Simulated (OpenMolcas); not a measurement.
# Re³⁺ among point charges: CASSCF and CASPT2 levels and susceptibility

How does a field of 6 point charges split the states of Re³⁺, and what χT follows?

The numbers are computed with OpenMolcas 26.06 (state-averaged CASSCF and CASPT2, spin-orbit coupling by RASSI with atomic mean-field integrals), except any that are marked as measured or tabulated.

## Step 1: What is computed

| Item | Value |
| --- | --- |
| Species | Re³⁺ (rhenium, Z = 75, 72 electrons) |
| Basis | ANO-RCC-VDZP [7s6p4d2f1g], 68 functions |
| Scalar Hamiltonian | DKH2, point nucleus |
| Inactive shells | 1s 2s 2p 3s 3p 3d 4s 4p 4d 4f 5s 5p |
| Active space | 4 electrons in 5 orbitals (5d) |
| Some configurations of this space | 5d4 |
| Orbitals | optimised for each spin and parity, averaged over all roots |

Outer shells as boxes (Hund's rule):

5d4
```
5d [↑ ][↑ ][↑ ][↑ ][  ]
```

The ion sits among 6 point charges of -1 e arranged as a trigonal antiprism (D3d), 2.15 Å from the ion, with a polar angle of 47.1° against the regular 54.74°.

Each step is its own input file, run in one work folder so that later steps find the files of earlier ones. Labels, J, g values, rates, χT and fits are worked out afterwards by a script from the matrices that RASSI stores. The input lists half of the charges; inversion (Group=XYZ) makes the rest.

## Step 2: One- and two-electron integrals

a.inp reads:

```
&GATEWAY
Coord
1

Re 0.0 0.0 0.0
Basis=ANO-RCC-VDZP
Group=XYZ
NoMove
AngMom=0.0 0.0 0.0
AMFI
XField
3 Angstrom 0
0.000000 1.574268 1.464302 -1.000000
1.363356 -0.787134 1.464302 -1.000000
1.363356 0.787134 -1.464302 -1.000000
&SEWARD
```

The run is started by

```sh
$ OMP_NUM_THREADS=1 MOLCAS_MEM=1689 MOLCAS_PROJECT=a pymolcas a.inp > a.log
```

The log of the run:

```text
Basis set label: RE.ANO-RCC...7S6P4D2F1G.

      Electronic valence basis set:
      ------------------
      Associated Effective Charge  75.000000 au
      Associated Actual Charge     75.000000 au
      Nuclear Model: Point charge

      Shell  nPrim  nBasis  Cartesian Spherical Contaminant
         s      24       7        X
         p      21       6        X
         d      15       4                 X
         f      11       2                 X
         g       4       1                 X
                  Relativistic Douglas-Kroll-Hess integrals:
                    - DKH order of Hamiltonian: 2
                    - DKH order of Properties : 0
                  Atomic mean-field integrals
```

## Step 3: Reference wave functions, quintets of even parity, 5 roots

a.inp reads:

```
&RASSCF
FileOrb=start.orb
Symmetry=1
Spin=5
nActEl=4 0 0
Inactive=15 19
Ras2=5 0
CIRoot=5 5 1
SDav=5
CIMx=300
Iter=120 100
PrWF=0.3
OrbListing=Nothing
MaxOrb=0
>>> COPY $Project.JobIph JOB001
```

The run is started by

```sh
$ OMP_NUM_THREADS=1 MOLCAS_MEM=1689 MOLCAS_PROJECT=a pymolcas a.inp > a.log
```

start.orb holds the contracted functions of the basis, ordered by shell, or the orbitals of the step before.

The log of the run (excerpt; [...] marks lines left out):

```text
[...]
      Number of active orbitals                  5
[...]
      Spin quantum number                      2.0
[...]
      Active orbitals                            5   0
[...]
      Number of CSFs                             5
      Number of root(s) required                 5
[...]
      Convergence after 11 iterations
[...]
      Natural orbitals and occupation numbers for root  1
      sym 1:   1.000000   1.000000   1.000000  -0.000000   1.000000
      Natural orbitals and occupation numbers for root  2
      sym 1:   1.000000   0.000000   1.000000   1.000000   1.000000
      Natural orbitals and occupation numbers for root  3
      sym 1:   1.000000   1.000000  -0.000000   1.000000   1.000000
::    RASSCF root number  1 Total energy: -16679.23701227
::    RASSCF root number  2 Total energy: -16679.23701227
::    RASSCF root number  3 Total energy: -16679.21797123
::    RASSCF root number  4 Total energy: -16679.19698273
::    RASSCF root number  5 Total energy: -16679.19698273
```

## Step 4: CASSCF: triplets of even parity, 45 roots

a.inp reads:

```
&RASSCF
FileOrb=start.orb
Symmetry=1
Spin=3
nActEl=4 0 0
Inactive=15 19
Ras2=5 0
CIRoot=45 45 1
SDav=45
CIMx=300
Iter=120 100
PrWF=0.3
OrbListing=Nothing
MaxOrb=0
>>> COPY $Project.JobIph JOB002
```

The log of the run (excerpt; [...] marks lines left out):

```text
[...]
      Number of active orbitals                  5
[...]
      Spin quantum number                      1.0
[...]
      Active orbitals                            5   0
[...]
      Number of CSFs                            45
      Number of root(s) required                45
[...]
      Convergence after  8 iterations
[...]
      Natural orbitals and occupation numbers for root  1
      sym 1:   1.871643   0.096272   0.995249   0.034605   1.002232
      Natural orbitals and occupation numbers for root  2
      sym 1:   1.871664   0.096240   0.998826   0.034641   0.998629
      Natural orbitals and occupation numbers for root  3
      sym 1:   0.999242   0.068429   1.864657   0.068429   0.999242
::    RASSCF root number  1 Total energy: -16679.18415670
::    RASSCF root number  2 Total energy: -16679.18415670
::    RASSCF root number  3 Total energy: -16679.17820914
[...]
::    RASSCF root number 27 Total energy: -16679.10991471
::    RASSCF root number 28 Total energy: -16679.10991471
::    RASSCF root number 29 Total energy: -16679.10839022
::    RASSCF root number 30 Total energy: -16679.10812616
```

## Step 5: CASSCF: singlets of even parity, 50 roots

a.inp reads:

```
&RASSCF
FileOrb=start.orb
Symmetry=1
Spin=1
nActEl=4 0 0
Inactive=15 19
Ras2=5 0
CIRoot=50 50 1
SDav=50
CIMx=300
Iter=120 100
PrWF=0.3
OrbListing=Nothing
MaxOrb=0
>>> COPY $Project.JobIph JOB003
```

The log of the run (excerpt; [...] marks lines left out):

```text
[...]
      Number of active orbitals                  5
[...]
      Spin quantum number                      0.0
[...]
      Active orbitals                            5   0
[...]
      Number of CSFs                            50
      Number of root(s) required                50
[...]
      Convergence after  7 iterations
[...]
      Natural orbitals and occupation numbers for root  1
      sym 1:   0.079295   0.079295   0.790196   1.525607   1.525607
      Natural orbitals and occupation numbers for root  2
      sym 1:   0.052639   0.096333   0.945616   1.049352   1.856061
      Natural orbitals and occupation numbers for root  3
      sym 1:   0.069260   0.082682   1.845055   0.878073   1.124930
::    RASSCF root number  1 Total energy: -16679.15058129
::    RASSCF root number  2 Total energy: -16679.14316845
::    RASSCF root number  3 Total energy: -16679.14316845
[...]
::    RASSCF root number 27 Total energy: -16679.07459538
::    RASSCF root number 28 Total energy: -16679.06074969
::    RASSCF root number 29 Total energy: -16679.06074969
::    RASSCF root number 30 Total energy: -16679.05678231
```

## Step 6: State interaction with spin-orbit coupling

a.inp reads:

```
&RASSI
NrOfJobIphs=3 5 45 50
1 2 3 4 5
1 2 3 4 5 6 7 8 9 10 11 12 13 14 15 16 17 18 19 20 21 22 23 24 25 26 27
28 29 30 31 32 33 34 35 36 37 38 39 40 41 42 43 44 45
1 2 3 4 5 6 7 8 9 10 11 12 13 14 15 16 17 18 19 20 21 22 23 24 25 26 27
28 29 30 31 32 33 34 35 36 37 38 39 40 41 42 43 44 45 46 47 48 49 50
IphNames
JOB001
JOB002
JOB003
EJob
SpinOrbit
DIPRint=1.0
SOCoupling=1000.0
Subsets=2
Property=9
'ANGMOM' 1 'ANGMOM' 2 'ANGMOM' 3 'MLTPL  1' 1 'MLTPL  1' 2 'MLTPL  1' 3
'AMFI' 1 'AMFI' 2 'AMFI' 3
SOProperty=3
'ANGMOM' 1 'ANGMOM' 2 'ANGMOM' 3
```

The log of the run (excerpt; [...] marks lines left out):

```text
SPIN-FREE ENERGIES:
  (Shifted by EMIN (a.u.) =     -16679.2370122739)
 SF State       Relative EMIN(au)   Rel lowest level(eV)    D:o, cm**(-1)      L_eff
     1             0.0000000000        0.0000000000              0.0000         2.0
     2             0.0000000013        0.0000000363              0.0003         2.0
     3             0.0190410412        0.5181331277           4179.0255         2.0
     4             0.0400295406        1.0892592904           8785.4687         2.0
     5             0.0400295424        1.0892593386           8785.4691         2.0
     6             0.0528555693        1.4382733105          11600.4566         4.0
     7             0.0528555709        1.4382733537          11600.4569         4.0
     8             0.0588031310        1.6001147094          12905.7955         4.0
     9             0.0700132962        1.9051588449          15366.1424         3.9
    10             0.0740763974        2.0157214610          16257.8900         4.3
[...]
Eigenvalues of complex Hamiltonian:
   -----------------------------------
  (Shifted by EMIN (a.u.) =     -16679.2370122739)
 SO State       Relative EMIN(au)   Rel lowest level(eV)    D:o, cm**(-1)     J-value
     1            -0.0351735469        0.0000000000              0.0000         0.9
     2            -0.0248041760        0.2821649552           2275.8138         1.2
     3            -0.0248041759        0.2821649585           2275.8139         1.2
     4            -0.0175976189        0.4782653650           3857.4703         1.9
     5            -0.0128086420        0.6085800664           4908.5293         2.1
     6            -0.0128086414        0.6085800808           4908.5294         2.1
     7            -0.0104824181        0.6718798419           5419.0764         1.9
     8            -0.0104824168        0.6718798781           5419.0767         1.9
     9            -0.0061302061        0.7903095639           6374.2765         2.0
    10            -0.0046207770        0.8313832226           6705.5579         2.2
    11             0.0105038865        1.2429462834          10025.0379         2.8
[...]
```

Time for these steps: 28 s (1 thread of Arm Neoverse V1, shared host).

Spin-free states, with their symmetry labels:

| state | degeneracy | E (cm-1) | free-ion L (%) |
| --- | --- | --- | --- |
| 5E | 2 | 0 | D (100) |
| 5A1 | 1 | 4179 | D (100) |
| 5E | 2 | 8785 | D (100) |
| 3E | 2 | 11600 | H (46) |
| 3A2 | 1 | 12906 | H (51) |
| 3A2 | 1 | 15366 | H (42) |
| 3E | 2 | 16258 | H (62) |
| 3E | 2 | 16768 | H (73) |
| 3A1 | 1 | 17293 | G (51) |
| 3A1 | 1 | 18745 | F (66) |
| 1A1 | 1 | 18969 | G (65) |
| 3E | 2 | 18996 | H (37) |
| 3A2 | 1 | 19266 | F (86) |
| 3E | 2 | 19776 | H (33) |
| 1E | 2 | 20596 | I (57) |
| 1E | 2 | 20965 | I (77) |
| 3E | 2 | 21441 | H (52) |
| 3A2 | 1 | 23321 | G (37) |
| 1A1 | 1 | 23684 | G (36) |
| 3A1 | 1 | 23963 | G (54) |
| 1E | 2 | 24068 | G (52) |
| 1A2 | 1 | 24077 | I (72) |
| 3E | 2 | 24085 | F (39) |
| 3A2 | 1 | 24782 | P (42) |

With spin-orbit coupling:

| E (cm-1) | Degeneracy | Label | 2S+1 | g |
| --- | --- | --- | --- | --- |
| 0.0 | 1 | A1 | 5 |  |
| 2276 | 2 | E | 5 | 0.00 0.00 3.94 |
| 3857 | 1 | A2 | 5 |  |
| 4909 | 2 | E | 5 | 0.00 0.00 1.88 |
| 5419 | 2 | E | 5 | 0.00 0.00 3.70 |
| 6374 | 1 | A1 | 5 |  |
| 6706 | 1 | A2 | 5 |  |
| 10025 | 2 | E | 5 | 0.00 0.00 6.95 |
| 10311 | 1 | A1 | 5 |  |
| 10626 | 2 | E | 5 | 0.00 0.00 3.54 |
| 11746 | 1 | A2 | 5 |  |
| 11928 | 1 | A1 | 5 |  |
| 13277 | 2 | E | 5 | 0.00 0.00 0.11 |
| 14082 | 1 | A1 | 3 |  |
| 14325 | 2 | E | 5 | 0.00 0.00 3.12 |
| 14639 | 2 | E | 5 | 0.00 0.00 8.42 |
| 15217 | 1 | A2 | 5 |  |
| 15465 | 1 | A1 | 5 |  |
| 16056 | 1 | A2 | 3 |  |
| 16128 | 2 | E | 3 | 0.00 0.00 3.02 |
| 16491 | 1 | A1 | 3 |  |
| 17744 | 2 | E | 3 | 0.00 0.00 5.45 |
| 19069 | 2 | E | 3 | 0.00 0.00 1.56 |
| 20016 | 2 | E | 3 | 0.00 0.00 1.74 |

The table of states holds 24 of 67 computed; the rest, higher up, is left out. Principal g values are given for doublets only; a zero marks a field direction without first-order Zeeman splitting.

Powder χT (cm³ K/mol): 0.00 at 2 K, 0.00 at 5 K, 0.01 at 10 K, 0.01 at 20 K, 0.03 at 50 K, 0.05 at 100 K, 0.08 at 150 K, 0.10 at 200 K, 0.13 at 250 K, 0.15 at 300 K.

## Step 7: CASPT2: IPEA 0.25, imaginary shift 0.1 (closed shells correlated: 5s 5p)

a.inp reads:

```
>>> COPY JOB001 $Project.JobIph
&CASPT2
Multistate=5 1 2 3 4 5
NoMult
Frozen=14 16
IPEA=0.25
Imaginary=0.1
MaxIter=60
WThr=0.0 0.3 0.05
PrWF=0.5
NoMix
>>> COPY JOB002 $Project.JobIph
&CASPT2
Multistate=45 1 2 3 4 5 6 7 8 9 10 11 12 13 14 15 16 17 18 19 20 21 22
23 24 25 26 27 28 29 30 31 32 33 34 35 36 37 38 39 40 41 42 43 44 45
NoMult
Frozen=14 16
IPEA=0.25
Imaginary=0.1
MaxIter=60
WThr=0.0 0.3 0.05
PrWF=0.5
NoMix
>>> COPY JOB003 $Project.JobIph
&CASPT2
Multistate=50 1 2 3 4 5 6 7 8 9 10 11 12 13 14 15 16 17 18 19 20 21 22
23 24 25 26 27 28 29 30 31 32 33 34 35 36 37 38 39 40 41 42 43 44 45 46
47 48 49 50
NoMult
Frozen=14 16
IPEA=0.25
Imaginary=0.1
MaxIter=60
WThr=0.0 0.3 0.05
PrWF=0.5
NoMix
```

The run is started by

```sh
$ OMP_NUM_THREADS=1 MOLCAS_MEM=1689 MOLCAS_PROJECT=a pymolcas a.inp > a.log
```

The log of the run (excerpt; [...] marks lines left out):

```text
[...]
      Active orbitals                            5   0
[...]
      E2 (Variational):          -0.1937640493
      Total energy:          -16679.4307763232
[...]
::    CASPT2 Root  1     Total energy: -16679.43077632
::    CASPT2 Root  2     Total energy: -16679.43080847
[...]
::    CASPT2 Root 27     Total energy: -16679.28979769
::    CASPT2 Root 28     Total energy: -16679.27194754
::    CASPT2 Root 29     Total energy: -16679.27197421
::    CASPT2 Root 30     Total energy: -16679.25908834
```

This run: 12 s of run time, 1 thread of Arm Neoverse V1, shared host.

SS-CASPT2: lowest energy less the reference's lowest, -0.1938 hartree; reference weights 0.937 to 0.968.

Spin-free states, with their symmetry labels:

| state | degeneracy | E (cm-1) | free-ion L (%) |
| --- | --- | --- | --- |
| 5E | 2 | 0 | D (100) |
| 5A1 | 1 | 4687 | D (100) |
| 5E | 2 | 8979 | D (100) |
| 3E | 2 | 10671 | H (46) |
| 3A2 | 1 | 11984 | H (51) |
| 3A2 | 1 | 14421 | H (42) |
| 3E | 2 | 15361 | H (62) |
| 3E | 2 | 15862 | H (73) |
| 3A1 | 1 | 16350 | G (51) |
| 3A1 | 1 | 17220 | F (66) |
| 1A1 | 1 | 17410 | G (65) |
| 3E | 2 | 17456 | H (37) |
| 3A2 | 1 | 17537 | F (86) |
| 3E | 2 | 18272 | H (33) |
| 1E | 2 | 19423 | I (57) |
| 1E | 2 | 19736 | I (77) |
| 3E | 2 | 20659 | H (52) |
| 1A1 | 1 | 21709 | G (36) |
| 3A2 | 1 | 21787 | G (37) |
| 3E | 2 | 22542 | F (39) |
| 1E | 2 | 22721 | G (52) |
| 3A1 | 1 | 22917 | G (54) |
| 1A2 | 1 | 23223 | I (72) |
| 3A2 | 1 | 23236 | P (42) |

With spin-orbit coupling:

| E (cm-1) | Degeneracy | Label | 2S+1 | g |
| --- | --- | --- | --- | --- |
| 0 | 1 | A1 | 5 |  |
| 2510 | 2 | E | 5 | 0.00 0.00 3.91 |
| 4010 | 1 | A2 | 5 |  |
| 5130 | 2 | E | 5 | 0.00 0.00 2.09 |
| 5680 | 2 | E | 5 | 0.00 0.00 3.85 |
| 6540 | 1 | A1 | 5 |  |
| 6880 | 1 | A2 | 5 |  |
| 10380 | 2 | E | 5 | 0.00 0.00 6.66 |
| 10590 | 1 | A1 | 5 |  |
| 11030 | 2 | E | 5 | 0.00 0.00 3.37 |
| 11900 | 1 | A2 | 5 |  |
| 12060 | 1 | A1 | 5 |  |
| 13290 | 2 | E | 5 | 0.00 0.00 1.60 |
| 13620 | 1 | A1 | 3 |  |
| 14270 | 2 | E | 5 | 0.00 0.00 0.88 |
| 14400 | 2 | E | 5 | 0.00 0.00 2.51 |
| 15150 | 1 | A2 | 5 |  |
| 15310 | 1 | A1 | 5 |  |
| 15660 | 2 | E | 3 | 0.00 0.00 3.13 |
| 15710 | 1 | A2 | 3 |  |
| 16090 | 1 | A1 | 3 |  |
| 17450 | 2 | E | 3 | 0.00 0.00 5.40 |
| 18510 | 2 | E | 3 | 0.00 0.00 1.53 |
| 19360 | 2 | E | 3 | 0.00 0.00 1.52 |

Powder χT (cm³ K/mol): 0.00 at 2 K, 0.00 at 5 K, 0.00 at 10 K, 0.01 at 20 K, 0.02 at 50 K, 0.05 at 100 K, 0.07 at 150 K, 0.09 at 200 K, 0.12 at 250 K, 0.14 at 300 K.

## Step 8: The methods side by side

A. CASSCF
B. SS-CASPT2, IPEA 0.25, imaginary shift 0.1 (closed shells correlated: 5s 5p)

| method | ground state | first state of that spin (cm-1) | first gap with spin-orbit (cm-1) | χT at 300 K |
| --- | --- | --- | --- | --- |
| A | 5E | 5A1 4179 | 2275.8 | 0.15 |
| B | 5E | 5A1 4687 | 2510.8 | 0.14 |

## Step 9: Results

| quantity | value |
| --- | --- |
| method | SS-CASPT2, IPEA 0.25, imaginary shift 0.1 (closed shells correlated: 5s 5p) |
| spin-free ground state | 5E, 2-fold in its orbital part |
| first state of the same spin within the active space | 5A1 at 4690 cm⁻¹ |
| lowest level | 1-fold A1 |
| next level | 2510.8 cm⁻¹ |
| χT at 300 K | 0.14 cm³ K/mol |
| effective moment at 300 K | 1.05 μB |

Cost by method:

| method | time of its own steps | time with the reference |
| --- | --- | --- |
| A. CASSCF | 28 s | 28 s |
| B. SS-CASPT2, IPEA 0.25, imaginary shift 0.1, +5s 5p | 12 s | 40 s |

Times are of one thread on a shared host.

**Reading.** The spin-free ground state (5E) comes to 100 % from free-ion D terms and keeps the highest spin of the shell. χT at 300 K is 0.14, against 3.01 cm³ K/mol for the spin alone, so spin-orbit coupling lowers it. An active space of the d shell alone favours high spin; real ions in strong fields can be low spin. CASPT2 does not keep the components of a term degenerate, and the means are used. The field of point charges can differ much from that of real complexes. With metal d orbitals alone active, the gaps between spin states are rough; where two lie within a few thousand cm-1, their order is open. This is an electrostatic model: the charges have no orbitals.
